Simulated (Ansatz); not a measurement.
**CH₃F₂Ga: a ladder of functionals and wavefunction methods**

How much do the methods differ for CH₃F₂Ga? The plan is to run it at one geometry with functionals of several rungs and with coupled cluster. The yardstick is the atomisation energy at the CCSD(T) limit.

Computed with Ansatz 0.2.0, Gaussian basis. Level: functionals in def2-TZVPP, the program's frozen cores in correlated methods.

Levels to be run: LDA (SPW92), PBE-D4, revPBE-D4, BLYP-D4, r2SCAN-D4, B97M-V, PBE0-D4, B3LYP-D4, r2SCANh-D4, r2SCAN0-D4, HSE06-D4, BHLYP-D4, CAM-B3LYP-D4, LC-ωPBE, ωB97X-V, ωB97M-V, B2PLYP, PBE-QIDH; CCSD(T)/def2-SVP; CCSD(T)/def2-TZVPP; MP2/def2-QZVPP; extrapolation to the limit; RPA on PBE.

**1. The relaxed structure**

All runs share one geometry, relaxed beforehand with PBE0-D4 in a triple-zeta def2 set.

SMILES `F[CH2][GaH][F]`, 7 atoms, charge 0, spin multiplicity 1.

Atoms are counted from 1 here; the program's logs count them from 0.

Bond lengths: F1–C2 1.389 Å, C2–Ga3 1.980 Å, C2–H5 1.095 Å, C2–H6 1.095 Å, Ga3–F4 1.764 Å, Ga3–H7 1.554 Å. Angles: F1–C2–Ga3 111.3°, F1–C2–H5 108.6°, F1–C2–H6 108.6°, Ga3–C2–H5 110.5°, Ga3–C2–H6 110.5°, H5–C2–H6 107.3°, C2–Ga3–F4 111.5°, C2–Ga3–H7 133.4°, F4–Ga3–H7 115.1°.

Coordinates:

| atom | x (Å) | y (Å) | z (Å) |
| --- | --- | --- | --- |
| F1 | 0.5129 | 1.8515 | 0.2931 |
| C2 | -0.2842 | 0.7282 | 0.4706 |
| Ga3 | 0.3944 | -0.8070 | -0.5796 |
| F4 | -0.6141 | -2.2371 | -0.3588 |
| H5 | -1.3075 | 0.9764 | 0.1707 |
| H6 | -0.3079 | 0.4831 | 1.5375 |
| H7 | 1.6065 | -0.9951 | -1.5335 |

**2. LDA**

This LDA is Slater exchange with PW92 correlation.

Contents of in.yaml:

```yaml
crystal:
  periodic: [false, false, false]
  atoms:
    - {symbol: F, position_ang: [0.512900, 1.851453, 0.293100]}
    - {symbol: C, position_ang: [-0.284160, 0.728240, 0.470631]}
    - {symbol: Ga, position_ang: [0.394365, -0.806990, -0.579611]}
    - {symbol: F, position_ang: [-0.614114, -2.237080, -0.358781]}
    - {symbol: H, position_ang: [-1.307516, 0.976359, 0.170659]}
    - {symbol: H, position_ang: [-0.307946, 0.483078, 1.537466]}
    - {symbol: H, position_ang: [1.606470, -0.995061, -1.533453]}
basis:
  gaussian: {orbitals: def2-TZVPP}
hamiltonian: {xc: lda}
output: {orbitals: {seedname: orbitals}}
```

On the command line:

```bash
ansatz run in.yaml --threads 2 --pin off --events-out ev --progress --plain --max-ram 4352MiB
```

Further steps of the session: PBE-D4 (GGA); revPBE-D4 (GGA); BLYP-D4 (GGA); r2SCAN-D4 (meta-GGA); B97M-V (meta-GGA); PBE0-D4 (hybrid); B3LYP-D4 (hybrid); r2SCANh-D4 (hybrid); r2SCAN0-D4 (hybrid); HSE06-D4 (hybrid); BHLYP-D4 (hybrid); CAM-B3LYP-D4 (range-separated); LC-ωPBE (range-separated); ωB97X-V (range-separated); ωB97M-V (range-separated); B2PLYP (double hybrid); PBE-QIDH (double hybrid); CCSD(T) in def2-SVP; CCSD(T) in def2-TZVPP; MP2 in def2-QZVPP; RPA on PBE orbitals.

Before running them: what should the planned runs give, taken together? Wanted: atomisation energy, CCSD(T)/CBS; farthest beyond LDA; mean size of error, GGA; mean size of error, meta-GGA; mean size of error, hybrid; mean size of error, range-separated; mean size of error, double hybrid; gap, smallest and largest; T1 diagnostic.

As calculated:

| quantity | value |
| --- | --- |
| atomisation energy, CCSD(T)/CBS | 24.021 eV |
| functionals within 0.240 eV (1.0 %) | BLYP-D4, r2SCAN-D4, B97M-V, r2SCANh-D4, HSE06-D4, CAM-B3LYP-D4, LC-ωPBE, ωB97X-V, ωB97M-V |
| farthest beyond LDA | BHLYP-D4 (-1.182 eV) |
| mean size of error, GGA | 0.316 eV |
| mean size of error, meta-GGA | 0.048 eV |
| mean size of error, hybrid | 0.459 eV |
| mean size of error, range-separated | 0.058 eV |
| mean size of error, double hybrid | 0.315 eV |
| gap, smallest and largest | 4.54 eV (LDA (SPW92)), 11.69 eV (LC-ωPBE) |
| T1 diagnostic | 0.0134 |
| triples share of the correlation energy | 3.2 % |

**Reading.** LDA overbinds by 3.840 eV (16 %). PBE-D4 is off by +0.393 eV. Double hybrids carry the basis error of their MP2 part in triple zeta, and no dispersion term here, so their miss is partly the set-up's. The rungs meta-GGA, range-separated miss on average by less than the doubt on the reference (0.240 eV), so they tie. Misses under about 0.240 eV are within the doubt on the reference itself, which lacks core-valence correlation, relativity and higher excitations, and its outer-core shells are covered unevenly. Hartree-Fock recovers 71 % of the binding; the rest is correlation. CCSD(T) in def2-SVP is off by -1.364 eV, worse than the median functional, from the basis alone. Orbital gaps span 4.5 to 11.7 eV; exact exchange widens them. Correlated methods include outer-core shells of Ga, which these sets cover unevenly.
